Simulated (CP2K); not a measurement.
Runs of CP2K 2026.2 on WS. Symmetry: Pm-3m, No. 221, cubic system. The conventional cell has a = 3.008 Å, b = 3.008 Å, c = 3.008 Å, α = 90.00°, β = 90.00°, γ = 90.00°. W (site symmetry m-3m) has 8 S at 2.60 Å as nearest neighbours. S (site symmetry m-3m) is surrounded by 8 W at 2.60 Å. The cell was built by a generator and needn't be a form met in nature.

```csv
level,potentials or basis,smearing,NGRIDS,points a segment of the path (NPOINTS),bands added on the path,CUTOFF of the grids,gap on the mesh (eV),pressure (GPa)
PBE,"POTENTIAL_UZH W GTH-PBE-q14, S GTH-PBE-q6; TZVP-MOLOPT-PBE-GTH basis",fermi-dirac 0.01 eV,4,10,4,450 Ry,none,-1.3
PBE,"POTENTIAL_UZH W GTH-PBE-q14, S GTH-PBE-q6; TZVP-MOLOPT-PBE-GTH basis",fermi-dirac 0.05 eV,4,8,2,450 Ry,none,-1.4
r2SCAN,"POTENTIAL_UZH W GTH-SCAN-q14, S GTH-SCAN-q6; TZVP-MOLOPT-SCAN-GTH basis",fermi-dirac 0.0259 eV,5,10,4,675 Ry,none,-4.4
PBEsol,"POTENTIAL_UZH W GTH-PBE-q14, S GTH-PBE-q6; TZVP-MOLOPT-PBE-GTH basis",fermi-dirac 0.05 eV,5,10,2,450 Ry,none,(a)
LDA,"GTH_POTENTIALS W GTH-PADE-q14, S GTH-PADE-q6; TZVP-MOLOPT-PBE-GTH basis",fermi-dirac 0.05 eV,4,6,2,450 Ry,none,-44.9
```

Alike in all rows: task band structure; no spin polarisation; cell as given; k mesh 9 × 9 × 9.

Question: Estimate the missing entries.

Answer: (a) -7.8.

Caveats: spin-orbit coupling is left out, which moves the levels of the heavy elements; the basis of atomic orbitals isn't converged, which shifts pressures, moduli and gaps; the potentials were made for another functional, which shifts forces and pressure (some runs); a pressure of tens of GPa on the cell as given is suspect, and the run, the potentials or the cell itself is likely at fault (some runs).

A k mesh can miss the band edges, and the runs leave out spin-orbit coupling on W.

A gap of «none» marks a metal or a gap under the smearing width.
